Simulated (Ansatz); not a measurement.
# CdClH3OSi: a spread of methods and bases

Aim: run CdClH3OSi under a spread of inputs, and see what each costs and gives.

The runs use Ansatz 0.2.0, Gaussian basis; the settings change from run to run.

## 1. The molecule

The structure was relaxed beforehand with PBE0-D4 in a triple-zeta def2 set. Cd takes a core potential in def2 sets; no spin-orbit term is included.

SMILES `[SiH3][O][Cd][Cl]`, 7 atoms, charge 0, spin multiplicity 1.

Atoms are counted from 1 here; the program's logs count them from 0.

Bond lengths: Si1–O2 1.627 Å, Si1–H5 1.493 Å, Si1–H6 1.487 Å, Si1–H7 1.493 Å, O2–Cd3 1.953 Å, Cd3–Cl4 2.255 Å. Angles: O2–Si1–H5 111.8°, O2–Si1–H6 108.9°, O2–Si1–H7 111.8°, H5–Si1–H6 108.5°, H5–Si1–H7 107.0°, H6–Si1–H7 108.6°, Si1–O2–Cd3 135.3°, O2–Cd3–Cl4 177.1°.

## 2. revPBE/def2-SVP

Options: high accuracy.

in.yaml reads:

```yaml
crystal:
  periodic: [false, false, false]
  atoms:
    - {symbol: Si, position_ang: [0.270282, 1.216373, 0.192513]}
    - {symbol: O, position_ang: [-0.400919, -0.188918, 0.662737]}
    - {symbol: Cd, position_ang: [-0.550344, -1.980268, -0.099756]}
    - {symbol: Cl, position_ang: [-0.779935, -4.080734, -0.888498]}
    - {symbol: H, position_ang: [-0.307200, 1.703489, -1.095595]}
    - {symbol: H, position_ang: [0.024218, 2.243177, 1.239550]}
    - {symbol: H, position_ang: [1.743889, 1.086881, -0.010941]}
basis:
  gaussian: {orbitals: def2-SVP}
hamiltonian: {xc: {name: revPBE}}
accuracy: high
```

Run with:

```
> ansatz run in.yaml --threads 4 --pin off --events-out ev --progress --plain --max-ram 10444MiB
```

Standard output:

```text
Functional definition: revPBE
  name "revPBE"
  cite "Zhang & Yang, Phys. Rev. Lett. 80, 890 (1998) doi:10.1103/PhysRevLett.80.890"
  cite "Perdew, Burke & Ernzerhof, Phys. Rev. Lett. 77, 3865 (1996) doi:10.1103/PhysRevLett.77.3865"
  parameter kappa = 1.245
  parameter beta = 0.06672455060314922
  exchange = pbe_x(kappa = kappa, mu = beta*pi^2/3)
  correlation = pbe_c(beta = beta)
2003 factors; integrals over basis functions are off by at most 2.3e-8 eV
mean field evaluation 1: about -27042.5521 eV, gradient 6.4e1 eV
mean field evaluation 2: about -26908.9432 eV, gradient 2.1e2 eV
mean field evaluation 4: about -27049.3996 eV, gradient 2.4e1 eV
mean field evaluation 8: about -27050.9316 eV, gradient 3.7e-1 eV
mean field evaluation 16: about -27050.9266 eV, gradient 2.0e-4 eV
mean field -27050.92660856 eV, -994.1032170879 hartree, gradient 4.5e-8 eV, S^2 0.000000; 0 other end points of the search recorded, 0 dependent functions left out
reference -27050.92661349 eV, -994.1032172690 hartree; 31, 31 occupied and 65, 65 virtual orbitals, 2003 factors
Total energy: -27050.92661349 eV, -994.1032172690 hartree
```

Wall time 2.2 s (4 threads of Arm Neoverse V2, shared host); peak memory 0.26 GiB.

## 3. rPW86-PBE/def2-SVP

Set apart from the defaults: unrestricted orbitals, atoms shaken by 0.08 Å.

in.yaml reads:

```yaml
crystal:
  periodic: [false, false, false]
  atoms:
    - {symbol: Si, position_ang: [0.243006, 1.400207, 0.080834]}
    - {symbol: O, position_ang: [-0.504495, -0.204031, 0.651229]}
    - {symbol: Cd, position_ang: [-0.753587, -1.865531, -0.114751]}
    - {symbol: Cl, position_ang: [-0.769818, -4.102393, -0.868915]}
    - {symbol: H, position_ang: [-0.277087, 1.773274, -1.173904]}
    - {symbol: H, position_ang: [0.025160, 2.307660, 1.264210]}
    - {symbol: H, position_ang: [1.808521, 1.114978, 0.100699]}
basis:
  gaussian: {orbitals: def2-SVP}
magnetization: {spin_polarized: true, initial_magnetization: 0}
hamiltonian: {xc: {name: rPW86-PBE}}
```

Same command.

Standard output:

```text
Functional definition: rPW86-PBE
  name "rPW86-PBE"
  cite "Murray, Lee & Langreth, J. Chem. Theory Comput. 5, 2754 (2009) doi:10.1021/ct900365q"
  cite "Perdew, Burke & Ernzerhof, Phys. Rev. Lett. 77, 3865 (1996) doi:10.1103/PhysRevLett.77.3865"
  parent pbe
  exchange = rpw86_x
  correlation = pbe_c
1016 factors; their error is unknown
mean field evaluation 1: about -27071.2555 eV, gradient 4.9e1 eV
mean field evaluation 2: about -26931.0170 eV, gradient 1.5e2 eV
mean field evaluation 4: about -27079.2409 eV, gradient 1.7e1 eV
mean field evaluation 8: about -27080.8937 eV, gradient 2.0e-1 eV
mean field evaluation 16: about -27080.8414 eV, gradient 1.7e-4 eV
mean field -27080.84138472 eV, -995.2025648347 hartree, gradient 1.7e-5 eV, S^2 0.000000; 0 other end points of the search recorded, 0 dependent functions left out
reference -27080.84149949 eV, -995.2025690527 hartree; 31, 31 occupied and 65, 65 virtual orbitals, 1016 factors
Total energy: -27080.84149949 eV, -995.2025690527 hartree
```

Wall time 3.2 s (4 threads of Arm Neoverse V2, shared host); peak memory 0.29 GiB.

⟨S²⟩ 0.000.

## 4. PBE0/STO-3G

Options: D3(BJ) dispersion.

in.yaml reads:

```yaml
crystal:
  periodic: [false, false, false]
  atoms:
    - {symbol: Si, position_ang: [0.270282, 1.216373, 0.192513]}
    - {symbol: O, position_ang: [-0.400919, -0.188918, 0.662737]}
    - {symbol: Cd, position_ang: [-0.550344, -1.980268, -0.099756]}
    - {symbol: Cl, position_ang: [-0.779935, -4.080734, -0.888498]}
    - {symbol: H, position_ang: [-0.307200, 1.703489, -1.095595]}
    - {symbol: H, position_ang: [0.024218, 2.243177, 1.239550]}
    - {symbol: H, position_ang: [1.743889, 1.086881, -0.010941]}
basis:
  gaussian: {orbitals: STO-3G}
hamiltonian: {xc: {name: PBE0}, dispersion: d3bj}
output: {forces: true}
```

Same command.

Standard output, shortened:

```text
Functional definition: PBE0
  name "PBE0"
  cite "Adamo & Barone, J. Chem. Phys. 110, 6158 (1999) doi:10.1063/1.478522"
  cite "Perdew, Burke & Ernzerhof, Phys. Rev. Lett. 77, 3865 (1996) doi:10.1103/PhysRevLett.77.3865"
  parent pbe
[...]
664 factors; integrals over basis functions are off by at most 5.1e-4 eV
[...]
mean field -169537.03825038 eV, -6230.3712393697 hartree, gradient 2.7e-5 eV, S^2 0.000000; 0 other end points of the search recorded, 0 dependent functions left out
[...]
reference -169537.03826714 eV, -6230.3712399856 hartree; 45, 45 occupied and 8, 8 virtual orbitals, 664 factors
Total energy: -169537.17559219 eV, -6230.3762865881 hartree
Atom 0 at     0.270282     1.216373     0.192513 Å, force     1.158654     1.726690    -1.236319 eV/Å
Atom 1 at    -0.400919    -0.188918     0.662737 Å, force    -1.295948    -4.961888    -0.411471 eV/Å
Atom 2 at    -0.550344    -1.980268    -0.099756 Å, force     0.389201     2.470592     0.701717 eV/Å
Atom 3 at    -0.779935    -4.080734    -0.888498 Å, force     0.127266     1.451973     0.605412 eV/Å
Atom 4 at    -0.307200     1.703489    -1.095595 Å, force     0.390912    -0.194479     0.822065 eV/Å
Atom 5 at     0.024218     2.243177     1.239550 Å, force     0.128066    -0.684458    -0.623482 eV/Å
Atom 6 at     1.743889     1.086881    -0.010941 Å, force    -0.898151     0.191569     0.142078 eV/Å
Dipole moment:     0.047240     0.421503     0.156346 e Å
```

Wall time 0.75 s (4 threads of Arm Neoverse V2, shared host).

Largest force 5.145 eV/Å, dipole 2.17 D.

## 5. B2PLYP/x2c-TZVPPall

in.yaml, as its differences from that of step 4:

```diff
@@ -11,4 +11,3 @@
 basis:
-  gaussian: {orbitals: STO-3G}
-hamiltonian: {xc: {name: PBE0}, dispersion: d3bj}
-output: {forces: true}
+  gaussian: {orbitals: x2c-TZVPPall}
+hamiltonian: {xc: {name: B2PLYP}}
```

The command is unchanged.

Standard output, shortened:

```text
Functional definition: B2PLYP
  name "B2PLYP"
  cite "Grimme, J. Chem. Phys. 124, 034108 (2006) doi:10.1063/1.2148954"
  cite "Becke, Phys. Rev. A 38, 3098 (1988) doi:10.1103/PhysRevA.38.3098"
  cite "Lee, Yang & Parr, Phys. Rev. B 37, 785 (1988) doi:10.1103/PhysRevB.37.785"
[...]
1480 factors; integrals over basis functions are off by at most 9.7e-4 eV
[...]
mean field -174746.91396180 eV, -6421.8306403838 hartree, gradient 1.2e-6 eV, S^2 0.000000; 0 other end points of the search recorded, 0 dependent functions left out
25 core orbitals not correlated, not the lowest: weight in the atoms' cores, before any rotation towards them, 1.000 or more for the frozen orbitals, at most 0.000 for the correlated occupied ones
reference -174746.91414096 eV, -6421.8306469678 hartree; 20, 20 occupied and 191, 191 virtual orbitals, 1480 factors
second order -40.65196398 eV of doubles, -0.00000000 eV of singles
Total energy: -174757.89017124 eV, -6422.2340086406 hartree
Relativity: scalar
```

Wall time 6.5 s (4 threads of Arm Neoverse V2, shared host); peak memory 0.65 GiB.

## 6. PBE0-DH/def2-TZVPD

Set apart from the defaults: charge +1, multiplicity 2.

in.yaml, as its differences from that of step 5:

```diff
@@ -11,3 +11,5 @@
 basis:
-  gaussian: {orbitals: x2c-TZVPPall}
-hamiltonian: {xc: {name: B2PLYP}}
+  gaussian: {orbitals: def2-TZVPD}
+total_charge: 1
+magnetization: {spin_polarized: true, initial_magnetization: 1}
+hamiltonian: {xc: {name: PBE0-DH}}
```

The command is unchanged.

Standard output, shortened:

```text
Functional definition: PBE0-DH
  name "PBE0-DH"
  cite "Brémond & Adamo, J. Chem. Phys. 135, 024106 (2011) doi:10.1063/1.3604569"
  cite "Perdew, Burke & Ernzerhof, Phys. Rev. Lett. 77, 3865 (1996) doi:10.1103/PhysRevLett.77.3865"
[...]
1379 factors; integrals over basis functions are off by at most 8.8e-4 eV
[...]
mean field -27038.60700804 eV, -993.6504801195 hartree, gradient 2.5e-6 eV, S^2 0.767555; 4 other end points of the search recorded, 0 dependent functions left out
11 core orbitals not correlated, not the lowest: weight in the atoms' cores, before any rotation towards them, 1.000 or more for the frozen orbitals, at most 0.000 for the correlated occupied ones
reference -27038.60704127 eV, -993.6504813404 hartree; 20, 19 occupied and 165, 166 virtual orbitals, 1379 factors
second order -32.89860526 eV of doubles, -0.00000000 eV of singles
Total energy: -27042.71936692 eV, -993.8016065208 hartree
```

It took 20 s on 4 threads of Arm Neoverse V2, shared host; peak memory 0.72 GiB.

⟨S²⟩ 0.768.

## 7. PBE0-DH/def2-SVPD

Options: charge +1, multiplicity 2.

in.yaml, as its differences from that of step 6:

```diff
@@ -11,3 +11,3 @@
 basis:
-  gaussian: {orbitals: def2-TZVPD}
+  gaussian: {orbitals: def2-SVPD}
 total_charge: 1
@@ -15 +15,2 @@
 hamiltonian: {xc: {name: PBE0-DH}}
+output: {forces: true}
```

Launched as before.

Standard output, shortened:

```text
Functional definition: PBE0-DH
  name "PBE0-DH"
  cite "Brémond & Adamo, J. Chem. Phys. 135, 024106 (2011) doi:10.1063/1.3604569"
  cite "Perdew, Burke & Ernzerhof, Phys. Rev. Lett. 77, 3865 (1996) doi:10.1103/PhysRevLett.77.3865"
[...]
1267 factors; integrals over basis functions are off by at most 8.4e-4 eV
[...]
mean field -27028.19005883 eV, -993.2676642966 hartree, gradient 8.1e-6 eV, S^2 0.767978; 2 other end points of the search recorded, 0 dependent functions left out
11 core orbitals not correlated, not the lowest: weight in the atoms' cores, before any rotation towards them, 1.000 or more for the frozen orbitals, at most 0.000 for the correlated occupied ones
reference -27028.19008640 eV, -993.2676653100 hartree; 20, 19 occupied and 101, 102 virtual orbitals, 1267 factors
second order -26.26009612 eV of doubles, -0.00000000 eV of singles
[...]
Total energy: -27031.47259842 eV, -993.3882954016 hartree
Atom 0 at     0.270282     1.216373     0.192513 Å, force     0.257210     2.966704     1.133393 eV/Å
Atom 1 at    -0.400919    -0.188918     0.662737 Å, force    -0.140645     0.143748     0.383350 eV/Å
Atom 2 at    -0.550344    -1.980268    -0.099756 Å, force    -0.336191    -2.182220    -0.632703 eV/Å
Atom 3 at    -0.779935    -4.080734    -0.888498 Å, force     0.049827     0.264812     0.059384 eV/Å
Atom 4 at    -0.307200     1.703489    -1.095595 Å, force    -0.133342    -0.413915    -0.512327 eV/Å
Atom 5 at     0.024218     2.243177     1.239550 Å, force     0.013271    -0.239837    -0.142356 eV/Å
Atom 6 at     1.743889     1.086881    -0.010941 Å, force     0.289871    -0.539292    -0.288741 eV/Å
Dipole moment:     0.400689     1.541744     0.138366 e Å
```

Wall time 17 s (4 threads of Arm Neoverse V2, shared host); peak memory 0.84 GiB.

Largest force 3.186 eV/Å, ⟨S²⟩ 0.768.

## 8. MP2/def2-SVP

Set apart from the defaults: charge +1, multiplicity 2, restricted open-shell orbitals.

in.yaml, as its differences from that of step 7:

```diff
@@ -11,6 +11,6 @@
 basis:
-  gaussian: {orbitals: def2-SVPD}
+  gaussian: {orbitals: def2-SVP}
 total_charge: 1
-magnetization: {spin_polarized: true, initial_magnetization: 1}
-hamiltonian: {xc: {name: PBE0-DH}}
-output: {forces: true}
+magnetization: {spin_polarized: false, initial_magnetization: 1}
+hamiltonian: {xc: {name: HF}}
+correlation: {method: mp2}
```

Launched as before.

Standard output, shortened:

```text
Functional definition: HF
  name "HF"
  cite "Fock, Z. Phys. 61, 126 (1930) doi:10.1007/BF01340294"
  parent pbe
[...]
931 factors; integrals over basis functions are off by at most 1.1e-3 eV
[...]
mean field -26975.11603767 eV, -991.3172299940 hartree, gradient 2.8e-6 eV, S^2 0.750000; 6 other end points of the search recorded, 0 dependent functions left out
[...]
11 core orbitals not correlated, not the lowest: weight in the atoms' cores, before any rotation towards them, 1.000 or more for the frozen orbitals, at most 0.000 for the correlated occupied ones
reference -26975.11603767 eV, -991.3172299940 hartree; 20, 19 occupied and 65, 66 virtual orbitals, 931 factors
second order -19.83690373 eV of doubles, -0.08903909 eV of singles
Total energy: -26995.04198050 eV, -992.0494948866 hartree
```

It took 7 s on 4 threads of Arm Neoverse V2, shared host; peak memory 0.3 GiB.

## 9. RPBE/def2-TZVPD

This run has atoms shaken by 0.15 Å, D3(BJ) with three-body dispersion, relativity set to none.

in.yaml reads:

```yaml
crystal:
  periodic: [false, false, false]
  atoms:
    - {symbol: Si, position_ang: [0.417913, 1.106773, 0.306976]}
    - {symbol: O, position_ang: [-0.435144, 0.119280, 0.561495]}
    - {symbol: Cd, position_ang: [-0.961504, -2.085465, -0.186350]}
    - {symbol: Cl, position_ang: [-0.842145, -3.831625, -0.676354]}
    - {symbol: H, position_ang: [-0.409977, 1.486904, -1.145851]}
    - {symbol: H, position_ang: [-0.185893, 1.865677, 1.104091]}
    - {symbol: H, position_ang: [1.719343, 1.041359, -0.189629]}
basis:
  gaussian: {orbitals: def2-TZVPD}
hamiltonian: {xc: {name: RPBE}, dispersion: d3bjatm, pseudopotentials: {relativity: none}}
```

Same command.

Standard output:

```text
Functional definition: RPBE
  name "RPBE"
  cite "Hammer, Hansen & Nørskov, Phys. Rev. B 59, 7413 (1999) doi:10.1103/PhysRevB.59.7413"
  cite "Perdew, Burke & Ernzerhof, Phys. Rev. Lett. 77, 3865 (1996) doi:10.1103/PhysRevLett.77.3865"
  parameter kappa = 0.804
  parameter beta = 0.06672455060314922
  exchange = rpbe_x(kappa = kappa, mu = beta*pi^2/3)
  correlation = pbe_c(beta = beta)
1261 factors; their error is unknown
mean field evaluation 1: about -27040.7618 eV, gradient 9.0e1 eV
mean field evaluation 2: about -26804.2573 eV, gradient 2.2e2 eV
mean field evaluation 4: about -27053.3711 eV, gradient 3.2e1 eV
mean field evaluation 8: about -27055.7657 eV, gradient 4.7e-1 eV
mean field evaluation 16: about -27055.7507 eV, gradient 3.4e-4 eV
mean field -27055.75071857 eV, -994.2804998609 hartree, gradient 3.5e-5 eV, S^2 0.000000; 1 other end points of the search recorded, 0 dependent functions left out
reference -27055.75078264 eV, -994.2805022155 hartree; 31, 31 occupied and 165, 165 virtual orbitals, 1261 factors
Total energy: -27056.85042930 eV, -994.3209134849 hartree
```

Wall time 2.1 s (4 threads of Arm Neoverse V2, shared host); peak memory 0.26 GiB.

## 10. The runs in one table

```csv
level,charge,multiplicity,geometry,functions,energy (eV),time
revPBE/def2-SVP,0,1,relaxed,96,-27050.927,2.2 s
rPW86-PBE/def2-SVP,0,1,shaken,96,-27080.841,3.2 s
PBE0/STO-3G,0,1,relaxed,53,-169537.176,0.75 s
B2PLYP/x2c-TZVPPall,0,1,relaxed,236,-174757.890,6.5 s
PBE0-DH/def2-TZVPD,1,2,relaxed,196,-27042.719,20 s
PBE0-DH/def2-SVPD,1,2,relaxed,132,-27031.473,17 s
MP2/def2-SVP,1,2,relaxed,96,-26995.042,7 s
RPBE/def2-TZVPD,0,1,shaken,196,-27056.850,2.1 s
```

## 11. Summary of results

| quantity | value |
| --- | --- |
| runs | 8 |
| quickest | PBE0/STO-3G, 0.75 s |
| slowest | PBE0-DH/def2-TZVPD, 20 s |
| spread of total energies, same state and geometry | 147707.0 eV |

**Reading.** PBE0-DH/def2-TZVPD took 27 times as long as PBE0/STO-3G. The jobs differ in tasks and options as well as level. Total energies at one charge and spin differ by 147707 eV between levels, so only differences within one level mean anything. Some of these runs are scalar-relativistic and others not, which shifts the totals of all-electron atoms past neon by several eV an atom and more; core potentials, where a basis has them, take the core out of the total altogether. At the PBE0-D4/def2-TZVP geometry and in the same state, the sound runs without point charges leave forces up to 5.14 eV/Å (PBE0/STO-3G).
